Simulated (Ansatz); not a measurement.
# Co (P6_3/mmc): equation of state

The task here is to estimate one member of a computed series from the others.

Program: Ansatz 0.2.0. Level of theory: DFT r²SCAN, scalar-relativistic, plane waves, PAW. These are calculated values, not measurements.

**Starting point**

The structure is hexagonal, space group P6_3/mmc (No. 194). Conventional cell: a = 2.472 Å, b = 2.472 Å, c = 4.016 Å, α = 90.00°, β = 90.00°, γ = 120.00°. Around Co (site symmetry -6m2) lie 12 Co at 2.46 to 2.47 Å.

Structure file:

```
CELL_PARAMETERS angstrom
2.47240 0.00000 0.00000
-1.23620 2.14116 0.00000
0.00000 0.00000 4.01631
ATOMIC_POSITIONS crystal
Co 0.33333 0.66667 0.25000
Co 0.66667 0.33333 0.75000
```

This cell comes from an earlier session at r²SCAN: 10.631 Å³/atom at 0.01 GPa, on a 20×20×12 mesh.

Volume factors to run: 0.980, 1.020, 0.960, 1.040.

Set-up of the first run:

input.yaml

```yaml
crystal:
  lattice:
    - [2.4558072019, 0.0, 0.0]
    - [-1.227903601, 2.1267914237, 0.0]
    - [0.0, 0.0, 3.9893527772]
  atoms:
    - { symbol: Co, position: [0.3333333333, 0.6666666667, 0.25], spin: 2.08 }
    - { symbol: Co, position: [0.6666666667, 0.3333333333, 0.75], spin: 2.08 }
basis:
  ecutwfc: 500
  ecutrho_ratio: 4
kpoints:
  mp_grid: { grid: [20, 20, 12] }
hamiltonian:
  xc: r2scan
scf:
  occupations: { method: gaussian, width: 0.05 }
output:
  forces: true
  stress: true
  eigenvalues: true
  populations: true
magnetization:
  spin_polarized: true
relax:
  f_tol: 0.01
  max_steps: 40
  cell: { stress_tol: 0.1, fix: [volume] }
```

Run with:

```sh
> ansatz run input.yaml --threads 2 --pin off --max-ram 5120MiB --backend cpu --events-out ev --progress --plain --runs-dir out
```

Among the steps run: At 0.980 of the relaxed volume; Scaling the volume by 1.020; Scaling the volume by 0.960; Scaling the volume by 1.040.

One table of the session follows, with a row left open; its other results are not shown here.

```
volume (Å³/atom)  energy (meV/atom)  pressure (GPa)  moment of atom 1 (μB)
          10.206              13.33           10.44                   1.86
          10.418               3.22            4.93                   1.88
          10.631               0.00            0.01                   1.89
          10.843                  ?               ?                      ?
          11.056              11.68           -8.29                   1.92
```

Q: Estimate the row for volume (Å³/atom) = 10.843 from the others.

Worked estimate for «energy (meV/atom)». A straight line through the neighbours (10.631, 0.00) and (11.056, 11.68) gives 0.00 + (11.68 − 0.00) × (10.843 − 10.631) / (11.056 − 10.631) = 5.83; a parabola fitted to 3 rows on both sides gives 2.81.

**Answer.** energy (meV/atom): 3.06; pressure (GPa): -4.47; moment of atom 1 (μB): 1.91. In «energy (meV/atom)» the line misses by +2.77 and the parabola by -0.25.

volume (Å³/atom), energy (meV/atom) and a bar:
```
    10.21       13.3 ##############################
    10.42        3.2 #######
    10.63        0.0 
    10.84        3.1 #######
    11.06       11.7 ##########################
```

Caveats from the session: Warnings in the runs' records: stability check not made.
